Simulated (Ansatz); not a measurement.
# BFH4N2: the cost of one run

Program: Ansatz 0.2.0, Gaussian basis. Level of theory: PBE0-D4, def2-SVP first, then def2-TZVP. These are calculated values, not measurements.

114 further runs of the same task are left out: 114 set aside as unsound or not needed.

## Step 1: Where the work starts

The guess: 8 atoms, charge 0, spin multiplicity 1.

Atoms are counted from 1 here; the program's logs count them from 0.

Bond lengths: B1–N3 1.336 Å, B1–F5 1.314 Å, N2–H6 1.010 Å, N2–H7 1.010 Å, N3–H8 1.004 Å. Angles: N3–B1–F5 146.3°, H6–N2–H7 110.0°, B1–N3–H8 134.6°.

As a file:

```xyz
8

B    -0.63470    0.26220   -0.47050
N     1.06360    0.24290    0.13100
N    -0.99600   -0.72780    0.35110
H     0.29010   -0.67620    0.73670
F    -1.01880    1.10420   -1.40390
H     1.36960    1.05550    0.64610
H     1.77990   -0.04240   -0.52090
H    -1.85370   -1.21840    0.53050
```

Distances that are to change: N2–H4 1.35 Å, B1–N2 1.80 Å, N3–H4 1.34 Å.

## Step 2: Constrained relaxation of the guess

hold/in.yaml

```yaml
crystal:
  periodic: [false, false, false]
  atoms:
    - {symbol: B, position_ang: [-0.634700, 0.262200, -0.470500]}
    - {symbol: N, position_ang: [1.063600, 0.242900, 0.131000]}
    - {symbol: N, position_ang: [-0.996000, -0.727800, 0.351100]}
    - {symbol: H, position_ang: [0.290100, -0.676200, 0.736700]}
    - {symbol: F, position_ang: [-1.018800, 1.104200, -1.403900]}
    - {symbol: H, position_ang: [1.369600, 1.055500, 0.646100]}
    - {symbol: H, position_ang: [1.779900, -0.042400, -0.520900]}
    - {symbol: H, position_ang: [-1.853700, -1.218400, 0.530500]}
basis:
  gaussian: {orbitals: def2-SVP}
hamiltonian: {xc: pbe0, dispersion: d4}
relax: {f_tol: 0.08, max_steps: 120, escape_saddle: false, constraints: [{distance: [1, 3]}, {distance: [0, 1]}, {distance: [2, 3]}]}
```

Command:

```bash
ansatz run in.yaml --threads 2 --pin off --events-out ev --progress --plain --max-ram 4352MiB
```

**Question.** How long does this run take on 2 threads of Intel Xeon 6975P-C, shared host?

About 4.3 s.
